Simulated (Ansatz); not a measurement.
# CH4ClFGe: the cost of one run

Method: RHF/def2-SVP, in Ansatz 0.2.0.

## Step 1: The structure to begin with

Bond lengths: Ge1–H2 1.550 Å, Ge1–Cl3 2.220 Å, Ge1–C4 1.959 Å, C4–H5 1.110 Å, C4–H6 1.110 Å, C4–H7 1.110 Å, Ge1–F8 1.679 Å. Angles: H2–Ge1–Cl3 109.5°, H2–Ge1–C4 109.5°, H2–Ge1–F8 109.5°, Cl3–Ge1–C4 109.5°, Cl3–Ge1–F8 109.5°, C4–Ge1–F8 109.5°, Ge1–C4–H5 109.5°, Ge1–C4–H6 109.5°, Ge1–C4–H7 109.5°, H5–C4–H6 109.4°, H5–C4–H7 109.4°, H6–C4–H7 109.4°.

As a file:

```xyz
8

Ge    0.0000    0.0000    0.0000
H     0.0000    0.0000    1.5500
Cl    2.0935    0.0000   -0.7393
C    -0.9232    1.5994   -0.6527
H    -1.9758    1.3458   -0.8971
H    -0.9048    2.3840    0.1322
H    -0.4128    1.9760   -1.5636
F    -0.7913   -1.3709   -0.5594
```

## Step 2: Relaxing the start

File input.yaml:

```yaml
crystal:
  periodic: [false, false, false]
  atoms:
    - { symbol: Ge, position_ang: [0.0, 0.0, 0.0] }
    - { symbol: H, position_ang: [0.0, 0.0, 1.55] }
    - { symbol: Cl, position_ang: [2.0935, 0.0, -0.7393] }
    - { symbol: C, position_ang: [-0.9232, 1.5994, -0.6527] }
    - { symbol: H, position_ang: [-1.9758, 1.3458, -0.8971] }
    - { symbol: H, position_ang: [-0.9048, 2.384, 0.1322] }
    - { symbol: H, position_ang: [-0.4128, 1.976, -1.5636] }
    - { symbol: F, position_ang: [-0.7913, -1.3709, -0.5594] }
basis:
  gaussian: { orbitals: def2-SVP }
hamiltonian:
  xc: hf
relax:
  f_tol: 0.02
  max_steps: 40
output:
  orbitals: {}
```

Run with:

```sh
> ansatz run input.yaml --threads 1 --pin off --max-ram 2048MiB --backend cpu --events-out ev --progress --plain --runs-dir out
```

What time and memory should one allow on 1 thread of Arm Neoverse V1, shared host?

About 38 s, with a peak of 0.19 GiB.
